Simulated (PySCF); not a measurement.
# C5H4O2S: the cost of one run

The runs use PySCF 2.14.0, with density-fitted response routines of our own; the level of theory stands in each step. All values are computed, except where a source is named. Atoms are numbered from 0 throughout.

## 1. The starting structure

12 atoms, charge 0, multiplicity 1; geometry from: GFN2-xTB. The atoms were then displaced at random by about 0.01 Å, so the start is not that level's minimum.

Bonds of the start (Å): O0–C1 1.20, C1–O2 1.33, C1–C3 1.42, C3–C4 1.39, C4–C5 1.40, C5–C6 1.37, C6–S7 1.71, S7–C3 1.74, O2–H8 0.99, C4–H9 1.07, C5–H10 1.07, C6–H11 1.08.

## 2. Geometry optimisation at PBE0-D3(BJ)/def2-TZVP

What the job is given:

```
{"job": {"xc": "PBE0", "basis": "def2-TZVP", "d3": "d3bj", "grid": 2, "shake": 0.01, "kind": "geom"}, "charge": 0, "multiplicity": 1}
O      2.435070     1.049850    -0.462840
C      1.820590     0.132010     0.008560
O      2.439510    -0.897410     0.587620
C      0.413110    -0.015520     0.021790
C     -0.546640     0.850480    -0.499210
C     -1.866900     0.416650    -0.313710
C     -1.913650    -0.791530     0.331030
S     -0.362060    -1.397570     0.728950
H      3.416400    -0.749610     0.585230
H     -0.264440     1.773450    -0.959390
H     -2.738290     0.951340    -0.634940
H     -2.793000    -1.350420     0.597900
```

The run is started by

```sh
OMP_NUM_THREADS=1 python probes_run.py task.json out
```

One launch serves the whole session: the jobs run in the order shown.

**Question.** How long does this first job take on 1 thread of Intel Xeon 6975P-C, shared host, and how much memory does it need?

About 4 min, with a peak of 1.3 GiB.
